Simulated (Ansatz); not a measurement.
# C₃H₇FGe: up Jacob's ladder to CCSD(T)

Aim: compute C₃H₇FGe with functionals from several rungs and with coupled cluster, and see how far each lands from CCSD(T) at the basis-set limit for the atomisation energy.

Method: functionals in def2-TZVPP, the program's frozen cores in correlated methods; program: Ansatz 0.2.0, Gaussian basis.

The runs, in order: PBE-D4, r2SCAN-D4, PBE0-D4, B3LYP-D4, ωB97X-V, ωB97M-V, B2PLYP; CCSD(T)/def2-TZVPP; MP2/def2-QZVPP; extrapolation to the limit.

## (1) Structure used throughout

The geometry comes from an earlier relaxation with PBE0-D4 in a triple-zeta def2 set; it is a stationary point, not always the lowest conformer.

SMILES `[F][GeH]1[CH2]C[CH2]1`, 12 atoms, charge 0, spin multiplicity 1.

Atoms are counted from 1 here; the program's logs count them from 0.

Bond lengths: F1–Ge2 1.747 Å, Ge2–C3 1.962 Å, Ge2–C5 1.962 Å, Ge2–H6 1.539 Å, C3–C4 1.551 Å, C3–H7 1.092 Å, C3–H8 1.089 Å, C4–C5 1.551 Å, C4–H9 1.093 Å, C4–H10 1.093 Å, C5–H11 1.089 Å, C5–H12 1.092 Å. Angles: F1–Ge2–C3 115.4°, F1–Ge2–C5 115.4°, F1–Ge2–H6 104.8°, C3–Ge2–C5 76.3°, C3–Ge2–H6 121.8°, C5–Ge2–H6 121.8°, Ge2–C3–C4 87.4°, Ge2–C3–H7 109.0°, Ge2–C3–H8 121.5°, C4–C3–H7 111.9°, C4–C3–H8 116.5°, H7–C3–H8 109.0°, C3–C4–C5 102.9°, C3–C4–H9 113.8°, C3–C4–H10 109.7°, C5–C4–H9 113.8°, C5–C4–H10 109.7°, H9–C4–H10 107.0° and more.

## (2) PBE-D4 (GGA)

in.yaml

```yaml
crystal:
  periodic: [false, false, false]
  atoms:
    - {symbol: F, position_ang: [-1.662077, 1.992134, 0.929411]}
    - {symbol: Ge, position_ang: [-0.181330, 1.076454, 0.779025]}
    - {symbol: C, position_ang: [-0.396210, -0.874170, 0.776275]}
    - {symbol: C, position_ang: [0.445468, -0.893470, -0.526105]}
    - {symbol: C, position_ang: [0.304792, 0.559181, -1.050530]}
    - {symbol: H, position_ang: [0.815837, 1.782508, 1.715549]}
    - {symbol: H, position_ang: [-1.444468, -1.116564, 0.588029]}
    - {symbol: H, position_ang: [-0.033377, -1.488207, 1.598668]}
    - {symbol: H, position_ang: [0.129130, -1.654286, -1.244434]}
    - {symbol: H, position_ang: [1.491851, -1.097510, -0.284688]}
    - {symbol: H, position_ang: [1.174829, 0.982118, -1.549705]}
    - {symbol: H, position_ang: [-0.567445, 0.676610, -1.697397]}
basis:
  gaussian: {orbitals: def2-TZVPP}
hamiltonian: {xc: pbe, dispersion: d4}
output: {forces: true, orbitals: {seedname: orbitals}}
```

The run is started by

```sh
$ ansatz run in.yaml --threads 4 --pin off --events-out ev --progress --plain --max-ram 10444MiB
```

The runs that follow: r2SCAN-D4 (meta-GGA); PBE0-D4 (hybrid); B3LYP-D4 (hybrid); ωB97X-V (range-separated); ωB97M-V (range-separated); B2PLYP (double hybrid); CCSD(T) in def2-TZVPP; MP2 in def2-QZVPP.

**Question.** What will the summary of the whole plan be? Wanted: atomisation energy, CCSD(T)/CBS; farthest; mean size of error, hybrid; mean size of error, range-separated; gap, smallest and largest; T1 diagnostic; triples share of the correlation energy.

**Answer**, as computed:

```
                               quantity                                           value
        atomisation energy, CCSD(T)/CBS                                       47.150 eV
    functionals within 0.471 eV (1.0 %)  r2SCAN-D4, PBE0-D4, B3LYP-D4, ωB97X-V, ωB97M-V
                               farthest                              PBE-D4 (+0.736 eV)
             mean size of error, hybrid                                        0.197 eV
    mean size of error, range-separated                                        0.088 eV
              gap, smallest and largest            6.36 eV (PBE-D4), 12.90 eV (ωB97X-V)
                          T1 diagnostic                                          0.0108
triples share of the correlation energy                                           3.7 %
```

**Reading.** PBE-D4 misses by +0.736 eV. Double hybrids carry the basis error of their MP2 part in triple zeta, and no dispersion term here, so their miss is partly the set-up's. The reference freezes the cores and leaves out relativity and excitations past (T), and its outer-core shells are covered unevenly, so misses under about 0.471 eV can't be ranked. Hartree-Fock recovers 74 % of the binding; the rest is correlation. Orbital gaps span 6.4 to 12.9 eV; exact exchange widens them. Correlated methods include outer-core shells of Ge, which these sets cover unevenly.
